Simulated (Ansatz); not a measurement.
# Rb, space group Fm-3m: relaxations under a series of pressures

Program: the Ansatz DFT code, driven from Python.

Notebook, run cell by cell (the value of a cell's last expression is shown):

**Cell 1**
```python
from dataclasses import dataclass
import warnings

import ansatz as az
import numpy as np
```

**Cell 2**
```python
@dataclass(frozen=True)
class RunConfig:
    smearing: str = "Fermi-Dirac"
    scf_tol: float = 1e-09
```

**Cell 3**
```python
cfg = RunConfig()
```

**Cell 4**
```python
def edges_and_angles(cell):
    cell = np.asarray(cell)
    a, b, c = np.linalg.norm(cell, axis=1)
    cosines = cell[1] @ cell[2] / (b * c), cell[0] @ cell[2] / (a * c), cell[0] @ cell[1] / (a * b)
    return (a, b, c, *np.degrees(np.arccos(cosines)))
```

**Cell 5**
```python
warnings.simplefilter("ignore", az.DeckWarning)

lattice = az.Lattice.of(
    (0.0, 3.639885, 3.639885),
    (3.639885, 0.0, 3.639885),
    (3.639885, 3.639885, 0.0),
)
sites = [
    ("Rb", (0.0, 0.0, 0.0)),
]
structure = az.Crystal(lattice=lattice)
for symbol, position in sites:
    structure = structure.atom(symbol, position)
```

**Cell 6**
```python
structure.resolved().tree()["lattice"]
```
Output:
```text
((0.0, 3.639885, 3.639885), (3.639885, 0.0, 3.639885), (3.639885, 3.639885, 0.0))
```

**Cell 7**
```python
calc = (
    structure.calculation()
    .functional(az.Functional.R2SCAN)
    .basis(21 * az.Ha)
    .kpoints(8, center="gamma")
    .occupations(cfg.smearing)
    .scf(tolerance=cfg.scf_tol)
)
```

**Cell 8**
```python
rows = []
for pressure in [0, 2, 4, 6, 8]:
    res = calc.relax(cell=True, pressure=pressure).run(threads=1, backend="cpu")
    cell = res.lattice.cell_ang
    n_atoms = len(res.lattice.sites)
    volume = abs(np.linalg.det(cell)) / n_atoms
    enthalpy = res.report["free_energy_ev"] / n_atoms + pressure * volume / 160.21766
    rows.append((pressure, volume, enthalpy, *edges_and_angles(cell)))
    print(f"{pressure} GPa done: {volume:.4f} A^3/atom")
```
Output:
```text
0 GPa done: 96.4479 A^3/atom
2 GPa done: 65.1654 A^3/atom
4 GPa done: 54.2637 A^3/atom
6 GPa done: 46.8261 A^3/atom
8 GPa done: 41.4755 A^3/atom
```

**Cell 9**
```python
print(" P (GPa)  V (A^3/atom)  H (eV/atom)     a       b       c")
for row in rows:
    print("{:8.1f} {:12.4f} {:14.5f} {:7.4f} {:7.4f} {:7.4f}".format(*row[:6]))
p, v = np.array([row[0] for row in rows], float), np.array([row[1] for row in rows])
print("mean bulk modulus between rows (GPa):", np.round(-np.diff(p) / np.diff(np.log(v)), 1))
```
Output:
```text
 P (GPa)  V (A^3/atom)  H (eV/atom)     a       b       c
     0.0      96.4479    -3278.00992  5.1476  5.1476  5.1476
     2.0      65.1654    -3277.05414  4.5169  4.5169  4.5169
     4.0      54.2637    -3276.31607  4.2495  4.2495  4.2495
     6.0      46.8261    -3275.68820  4.0458  4.0458  4.0458
     8.0      41.4755    -3275.13975  3.8854  3.8854  3.8854
mean bulk modulus between rows (GPa): [ 5.1 10.9 13.6 16.5]
```

The volume falls from 96.45 Å³ an atom at 0 GPa to 41.48 at 8 GPa, by 57.0 %. Between 0 and 2 GPa, -V dP/dV is about 5 GPa, a mean over that step.

What to keep in mind:
- Absolute energies stand on the zero of these potentials, so only differences at equal settings mean something.
- At a fixed pressure a relaxation lowers the enthalpy F + PV, while F alone can rise.
- The program warned that this SCF threshold is loose for forces or stresses.
- This isn't the structure that Rb takes at ambient conditions.
- Symmetry holds the cell in this phase, whether or not it is the stable one at each pressure.
- The script silences the warnings on its input, which a real study should read.
- Wall time of the script: 2.8 min on 1 thread of Arm Neoverse V1, with other jobs on the host, peak memory 0.79 GiB.
